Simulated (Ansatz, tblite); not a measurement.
**Al4Sb4 zinc blende hole disc (Al4Sb4H16): rung by rung**

One table from this session's results is given with a row withheld; the runs are named, their logs left out.

Program: Ansatz 0.2.0, Gaussian basis. Level of theory: as each input shows. These are calculated values, not measurements.

Plan: GFN1-xTB, GFN2-xTB, PBE-D4/def2-TZVP, r2SCAN-D4/def2-TZVP, revPBE-D4/def2-TZVP, r2SCAN0-D4/def2-TZVP, PBE-D4/def2-SVP, PBE0-D4/def2-SVP, MP2/def2-SVP.

5 further runs of the same task are left out: 3 that didn't finish, 2 set aside as unsound or not needed.

**The geometry**

The geometry is that of the singlet, from an earlier relaxation (PBE-D4/def2-SVP).

24 atoms, charge 0, spin multiplicity 1.

Bond lengths: Al1–Sb5 2.730 Å, Al1–Sb7 2.730 Å, Al1–H9 1.601 Å, Al1–H10 1.601 Å, Al2–Sb6 2.730 Å, Al2–Sb8 2.730 Å, Al2–H11 1.601 Å, Al2–H12 1.601 Å, Al3–Sb5 2.730 Å, Al3–Sb6 2.730 Å, Al3–H13 1.601 Å, Al3–H14 1.601 Å, Al4–Sb7 2.730 Å, Al4–Sb8 2.730 Å, Al4–H15 1.601 Å, Al4–H16 1.601 Å, Sb5–H17 1.716 Å, Sb5–H18 1.716 Å and more. Angles: Sb5–Al1–Sb7 98.8°, Sb5–Al1–H9 108.6°, Sb5–Al1–H10 106.3°, Sb7–Al1–H9 108.5°, Sb7–Al1–H10 106.2°, H9–Al1–H10 125.3°, Sb6–Al2–Sb8 98.8°, Sb6–Al2–H11 108.6°, Sb6–Al2–H12 106.3°, Sb8–Al2–H11 108.5°, Sb8–Al2–H12 106.2°, H11–Al2–H12 125.3°, Sb5–Al3–Sb6 98.8°, Sb5–Al3–H13 108.4°, Sb5–Al3–H14 106.2°, Sb6–Al3–H13 108.6°, Sb6–Al3–H14 106.3°, H13–Al3–H14 125.3° and more.

Sb takes a core potential in the def2 sets. No spin-orbit coupling is included.

PBE0-D4/def2-TZVP was run before; its log isn't repeated, and its numbers join the tables.

The first run:

Tight binding, by tblite at 300 K electronic temperature and without a spin-polarisation term:

```python
tblite.interface.Calculator('GFN1-xTB', numbers, positions, charge=0, uhf=0).singlepoint()
```

Tight binding, by tblite at 300 K electronic temperature and without a spin-polarisation term:

```python
tblite.interface.Calculator('GFN2-xTB', numbers, positions, charge=0, uhf=0).singlepoint()
```

start.molden holds the orbitals of an earlier run on this state, given as this run's starting guess.

Input file in.yaml:

```yaml
crystal:
  periodic: [false, false, false]
  atoms:
    - {symbol: Al, position_ang: [-1.822372, 1.811370, -1.706302]}
    - {symbol: Al, position_ang: [1.822383, -1.816310, -1.706219]}
    - {symbol: Al, position_ang: [-1.815967, -1.824280, 1.705807]}
    - {symbol: Al, position_ang: [1.811565, 1.820581, 1.703692]}
    - {symbol: Sb, position_ang: [-2.931125, -0.005767, 0.002684]}
    - {symbol: Sb, position_ang: [0.005213, -2.930454, -0.000640]}
    - {symbol: Sb, position_ang: [-0.006456, 2.930641, -0.003097]}
    - {symbol: Sb, position_ang: [2.929560, 0.006917, -0.003049]}
    - {symbol: H, position_ang: [-2.926168, 2.913333, -2.067897]}
    - {symbol: H, position_ang: [-0.974122, 0.967123, -2.770142]}
    - {symbol: H, position_ang: [2.929636, -2.917103, -2.061699]}
    - {symbol: H, position_ang: [0.978284, -0.974003, -2.774684]}
    - {symbol: H, position_ang: [-2.919507, -2.928904, 2.060498]}
    - {symbol: H, position_ang: [-0.976045, -0.978305, 2.774720]}
    - {symbol: H, position_ang: [0.964455, 0.974695, 2.767234]}
    - {symbol: H, position_ang: [2.910708, 2.927136, 2.065657]}
    - {symbol: H, position_ang: [-4.084198, -0.861826, -0.936783]}
    - {symbol: H, position_ang: [-4.084048, 0.848246, 0.944017]}
    - {symbol: H, position_ang: [-0.847293, -4.084062, -0.942533]}
    - {symbol: H, position_ang: [0.861360, -4.082797, 0.939441]}
    - {symbol: H, position_ang: [0.847267, 4.082880, -0.945380]}
    - {symbol: H, position_ang: [-0.862781, 4.084000, 0.935553]}
    - {symbol: H, position_ang: [4.077918, 0.865991, -0.945217]}
    - {symbol: H, position_ang: [4.086833, -0.843002, 0.936637]}
basis:
  gaussian: {orbitals: def2-TZVP, initial_orbitals: start.molden}
hamiltonian: {xc: pbe, dispersion: d4}
scf: {omitted_lower_state_checks: [starts]}
output: {orbitals: {seedname: orbitals}}
```

Run with:

```sh
$ ansatz run in.yaml --threads 4 --pin off --events-out ev --progress --plain --max-ram 6963MiB
```

Steps of the session up to this table: PBE-D4/def2-TZVP; r2SCAN-D4/def2-TZVP; revPBE-D4/def2-TZVP; r2SCAN0-D4/def2-TZVP; PBE-D4/def2-SVP; PBE0-D4/def2-SVP; MP2/def2-SVP.

One of the session's tables, all rows but one given; the rest of the session is left out.

It belongs to the step «Binding energy». 

| level | binding an atom (eV) |
| --- | --- |
| HF/def2-SVP | 1.662 |
| PBE-D4/def2-SVP | 2.379 |
| PBE-D4/def2-TZVP | ? |
| revPBE-D4/def2-TZVP | 2.338 |
| r2SCAN-D4/def2-TZVP | 2.397 |
| PBE0-D4/def2-SVP | 2.365 |
| PBE0-D4/def2-TZVP | 2.371 |
| r2SCAN0-D4/def2-TZVP | 2.379 |
| MP2/def2-SVP | 2.142 |

Q: Estimate the row for PBE-D4/def2-TZVP from the others.

The run gave: binding an atom (eV): 2.380. In the column «binding an atom (eV)» it lies between r2SCAN0-D4/def2-TZVP (2.379) and r2SCAN-D4/def2-TZVP (2.397).

Caveats from the session: Free atoms were run apart at each level; binding is atoms less cluster, divided by the number of atoms, without zero-point or spin-orbit terms.
